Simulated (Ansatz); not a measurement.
# GeH4O: the cost of one run

All numbers below are computed with Ansatz 0.2.0 (RKS PBE0/def2-SVP).

## Step 1: The system as given

Bond lengths: Ge1–H2 1.750 Å, Ge1–H3 1.750 Å, Ge1–H4 1.549 Å, Ge1–O5 1.769 Å, O5–H6 1.010 Å. Angles: H2–Ge1–H3 33.5°, H2–Ge1–H4 123.5°, H2–Ge1–O5 123.5°, H3–Ge1–H4 123.6°, H3–Ge1–O5 123.6°, H4–Ge1–O5 109.5°, Ge1–O5–H6 109.5°.

Coordinates:

```xyz
6

Ge    0.0000    0.0000    0.0000
H     1.0763    0.0000    1.3798
H     1.6596    0.0000    0.5553
H    -0.7300    1.2648   -0.5162
O    -0.8337   -1.4443   -0.5894
H    -1.2883   -1.9100    0.1830
```

## Step 2: Pulling towards end A

Springs on the bonds that form and break draw the guess towards this end; the thresholds are loose.

input.yaml reads:

```yaml
crystal:
  periodic: [false, false, false]
  atoms:
    - { symbol: Ge, position_ang: [0.0, 0.0, 0.0] }
    - { symbol: H, position_ang: [1.0763, 0.0, 1.3798] }
    - { symbol: H, position_ang: [1.6596, 0.0, 0.5553] }
    - { symbol: H, position_ang: [-0.73, 1.2648, -0.5162] }
    - { symbol: O, position_ang: [-0.8337, -1.4443, -0.5894] }
    - { symbol: H, position_ang: [-1.2883, -1.91, 0.183] }
basis:
  gaussian: { orbitals: def2-SVP }
hamiltonian:
  xc: pbe0
relax:
  f_tol: 0.15
  max_steps: 25
  restrain:
    - { distance: [1, 2], at: 1.86, k: 30.0 }
    - { distance: [0, 1], at: 1.55, k: 30.0 }
    - { distance: [0, 2], at: 1.55, k: 30.0 }
output:
  orbitals: {}
```

Run with:

```sh
$ ansatz run input.yaml --threads 1 --pin off --max-ram 2048MiB --backend cpu --events-out ev --progress --plain --runs-dir out
```

Q: Estimate wall time and peak memory on 1 thread of Arm Neoverse V1, shared host.

About 11 s, with a peak of 0.12 GiB.
